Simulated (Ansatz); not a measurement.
# C5H3BF6O4: how energies converge with the basis set

The task here is to estimate one member of a computed series from the others.

Method: one geometry, several basis sets; program: Ansatz 0.2.0, Gaussian basis.

Levels to be run: PBE0-D4/def2-SVP; ωB97M-V/def2-SVP; PBE0-D4/def2-QZVPP; ωB97M-V/def2-QZVPP; the functionals' def2-TZVPP values are taken from earlier runs.

## Structure used throughout

An earlier PBE0-D4 in a triple-zeta def2 set relaxation fixed the geometry.

19 atoms, charge 0, spin multiplicity 1.

Atoms are counted from 1 here; the program's logs count them from 0.

Bond lengths: O1–B2 1.385 Å, O1–H17 0.957 Å, B2–O3 1.388 Å, B2–O4 1.573 Å, B2–O16 1.572 Å, O3–H18 0.958 Å, O4–C5 1.261 Å, C5–C6 1.529 Å, C5–C10 1.384 Å, C6–F7 1.330 Å, C6–F8 1.331 Å, C6–F9 1.327 Å, C10–C11 1.384 Å, C10–H19 1.076 Å, C11–C12 1.529 Å, C11–O16 1.261 Å, C12–F13 1.330 Å, C12–F14 1.326 Å and more. Angles: B2–O1–H17 115.1°, O1–B2–O3 117.2°, O1–B2–O4 110.8°, O1–B2–O16 110.8°, O3–B2–O4 107.3°, O3–B2–O16 107.3°, O4–B2–O16 102.4°, B2–O3–H18 111.5°, B2–O4–C5 122.0°, O4–C5–C6 114.0°, O4–C5–C10 124.7°, C6–C5–C10 121.2°, C5–C6–F7 109.9°, C5–C6–F8 111.3°, C5–C6–F9 110.3°, F7–C6–F8 108.3°, F7–C6–F9 108.6°, F8–C6–F9 108.4° and more.

The first run:

Contents of in.yaml:

```yaml
crystal:
  periodic: [false, false, false]
  atoms:
    - {symbol: O, position_ang: [1.374333, -0.267076, 2.632226]}
    - {symbol: B, position_ang: [0.396339, -0.501196, 1.679480]}
    - {symbol: O, position_ang: [-0.630313, -1.369307, 2.024908]}
    - {symbol: O, position_ang: [-0.266084, 0.848262, 1.217756]}
    - {symbol: C, position_ang: [-0.710964, 1.009747, 0.048872]}
    - {symbol: C, position_ang: [-1.572221, 2.261849, -0.122248]}
    - {symbol: F, position_ang: [-0.853638, 3.346128, 0.156450]}
    - {symbol: F, position_ang: [-2.026134, 2.369798, -1.369251]}
    - {symbol: F, position_ang: [-2.612098, 2.219844, 0.700358]}
    - {symbol: C, position_ang: [-0.422205, 0.185401, -1.025096]}
    - {symbol: C, position_ang: [0.530050, -0.789833, -0.783434]}
    - {symbol: C, position_ang: [1.112199, -1.628356, -1.922198]}
    - {symbol: F, position_ang: [2.414887, -1.385813, -2.041285]}
    - {symbol: F, position_ang: [0.942838, -2.920433, -1.674530]}
    - {symbol: F, position_ang: [0.525486, -1.341679, -3.082491]}
    - {symbol: O, position_ang: [1.034040, -1.036937, 0.345842]}
    - {symbol: H, position_ang: [2.066865, 0.336378, 2.362732]}
    - {symbol: H, position_ang: [-0.521864, -1.704407, 2.916254]}
    - {symbol: H, position_ang: [-0.823317, 0.363331, -2.007945]}
basis:
  gaussian: {orbitals: def2-SVP}
hamiltonian: {xc: pbe0, dispersion: d4}
output: {orbitals: {seedname: orbitals}}
```

Started as:

```
$ ansatz run in.yaml --threads 11 --pin off --events-out ev --progress --plain --max-ram 166912MiB --backend cpu
```

Steps of the session up to this table: PBE0-D4 in def2-SVP; ωB97M-V in def2-SVP; PBE0-D4 in def2-QZVPP; ωB97M-V in def2-QZVPP.

One table of the session follows, with a row left open; its other results are not shown here.

It belongs to the step «Density functionals: the series». 

```
functional       basis  HOMO (eV)  LUMO (eV)
   PBE0-D4    def2-SVP      -8.56      -3.31
   PBE0-D4  def2-TZVPP      -8.68      -3.41
   PBE0-D4  def2-QZVPP      -8.71      -3.45
   ωB97M-V    def2-SVP     -10.74      -1.15
   ωB97M-V  def2-TZVPP     -10.83      -1.29
   ωB97M-V  def2-QZVPP          ?          ?
```

Q: Estimate the row for ωB97M-V, def2-QZVPP from the others.

As computed: HOMO (eV): -10.86; LUMO (eV): -1.33. In the column «HOMO (eV)» it is the lowest.
